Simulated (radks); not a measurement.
**B in [He] 2s2 2p1: an all-electron calculation**

An exercise on one series of results from a longer session: the logs are not shown, and one member is left open.

Method: non-relativistic Kohn-Sham, PBE, spin-polarised, spherical densities, point nucleus; open shells are filled with parallel spins first. Code: radks (a radial shooting solver on a logarithmic mesh, Libxc functionals) version 1.

### Starting point

```
element       : boron (Z = 5)
charge        : 0
electrons     : 5
configuration : [He] 2s2 2p1
```

The outer shells:

B
```
[He] core
2s [↑↓]
2p [↑ ][  ][  ]
```

Set-up of the first run:

Settings of this run:

```text
Z 5
configuration [He] 2s2 2p1
relativity non-relativistic
functional pbe,pbe
spin polarised
nucleus point
```

On the command line:

```sh
$ python run_ks.py task.json out
```

This one command runs every case of the session in turn.

One of the session's tables, all rows but one given; the rest of the session is left out.

It belongs to the step «Orbitals and density». Sizes of the orbitals, from the radial functions (bohr):

```
  level     <r>  outermost maximum (interpolated)  90 % within
  1s up  0.3297                             0.211        0.593
1s down  0.3293                             0.210        0.592
  2s up       ?                                 ?            ?
2s down   1.971                              1.52         3.16
  2p up   2.255                              1.57         3.87
2p down   2.368                              1.59         4.12
```

Q: Estimate the row for 2s up from the others.

The run gave: <r>: 1.939; outermost maximum (interpolated): 1.51; 90 % within: 3.09. In the column «<r>» it lies between 1s up (0.3297) and 2s down (1.971).

Limits of these values: Open shells are spherical and high-spin; term and fine-structure splittings are not resolved.
